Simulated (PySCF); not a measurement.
# C2H7ClOSi: the cost of one run

Method: levels as typed in each script, gas phase, geometry from GFN2-xTB; program: PySCF 2.14.0.

## (1) Starting geometry

SMILES `CCO[SiH2]Cl`, 12 atoms, charge 0, spin multiplicity 1.

Bond lengths: C1–C2 1.520 Å, C1–H6 1.087 Å, C1–H7 1.086 Å, C1–H8 1.087 Å, C2–O3 1.405 Å, C2–H9 1.097 Å, C2–H10 1.096 Å, O3–Si4 1.610 Å, Si4–Cl5 2.020 Å, Si4–H11 1.460 Å, Si4–H12 1.449 Å. Angles: C2–C1–H6 110.0°, C2–C1–H7 109.9°, C2–C1–H8 109.9°, H6–C1–H7 109.2°, H6–C1–H8 108.6°, H7–C1–H8 109.2°, C1–C2–O3 109.4°, C1–C2–H9 110.4°, C1–C2–H10 110.3°, O3–C2–H9 108.8°, O3–C2–H10 109.6°, H9–C2–H10 108.3°, C2–O3–Si4 132.3°, O3–Si4–Cl5 110.5°, O3–Si4–H11 112.8°, O3–Si4–H12 100.2°, Cl5–Si4–H11 105.9°, Cl5–Si4–H12 111.4° and more.

Geometry (Å):

| atom | x (Å) | y (Å) | z (Å) |
| --- | --- | --- | --- |
| C1 | 2.8957 | 0.4297 | -0.2919 |
| C2 | 1.6123 | 0.2857 | 0.5099 |
| O3 | 0.7510 | -0.6112 | -0.1444 |
| Si4 | -0.8247 | -0.9039 | 0.0063 |
| Cl5 | -1.8744 | 0.8202 | -0.0591 |
| H6 | 2.6733 | 0.8202 | -1.2815 |
| H7 | 3.5745 | 1.1095 | 0.2154 |
| H8 | 3.3751 | -0.5395 | -0.4011 |
| H9 | 1.8303 | -0.1006 | 1.5128 |
| H10 | 1.1179 | 1.2586 | 0.6158 |
| H11 | -1.1649 | -1.5317 | 1.2802 |
| H12 | -1.0519 | -1.7074 | -1.1775 |

## (2) Response to an electric field (B3LYP/def2-svpd)

Contents of input.py:

```python
import numpy as np
from pyscf import gto, scf, dft
from pyscf.scf import atom_ks, atom_hf
from scipy.linalg import block_diag

def solve(mol, dm0=None, hcore=None):
    mf = (dft.UKS if mol.spin else dft.RKS)(mol, xc='b3lyp')
    mf.grids.level = 3
    mf = mf.density_fit(auxbasis='def2-universal-jkfit')
    mf.conv_tol, mf.max_cycle = 1e-8, 80
    if hcore is not None:
        mf.get_hcore = lambda *args: hcore
    mf.kernel(dm0)
    if not mf.converged:
        mf = mf.newton().run(mf.mo_coeff, mf.mo_occ, max_cycle=30)
    assert mf.converged, 'SCF not converged'
    return mf

mol = gto.M(atom='''
C      2.89572     0.42974    -0.29194
C      1.61231     0.28574     0.50993
O      0.75101    -0.61124    -0.14437
Si    -0.82466    -0.90391     0.00630
Cl    -1.87443     0.82017    -0.05913
H      2.67327     0.82016    -1.28151
H      3.57449     1.10952     0.21540
H      3.37514    -0.53947    -0.40109
H      1.83034    -0.10062     1.51278
H      1.11789     1.25856     0.61575
H     -1.16489    -1.53174     1.28019
H     -1.05195    -1.70745    -1.17750
''', basis='def2-svpd', charge=0, spin=0, verbose=4)
field = np.array([-0.01, -0.0, -0.0])  # atomic units
mol.set_common_orig(mol.atom_charges() @ mol.atom_coords() / mol.atom_charges().sum())
mf = solve(mol)
out = dict(dm0=mf.make_rdm1(), d0=mf.dip_moment(unit='AU'), e0=mf.e_tot)
for name, sign in (('p', 1), ('m', -1)):
    h = mf.get_hcore() + sign * np.einsum('x,xij->ij', field, mol.intor('int1e_r'))
    mi = solve(mol, mf.make_rdm1(), h)
    out.update({'dm' + name: mi.make_rdm1(), 'd' + name: mi.dip_moment(unit='AU'), 'e' + name: mi.e_tot})
# spherically averaged free atoms, for the promolecule
atm = atom_ks.get_atm_nrks(mol, xc='b3lyp')
pro = block_diag(*[(atm[a[0]][2] * atm[a[0]][3]) @ atm[a[0]][2].T for a in mol._atom])
np.savez('result.npz', pro=pro, **out)
```

On the command line:

```console
$ OMP_NUM_THREADS=1 python input.py
```

**Question.** How long does this run take on 1 thread of Arm Neoverse V2, shared host, and how much memory does it need?

About 61 s, with a peak of 0.81 GiB.
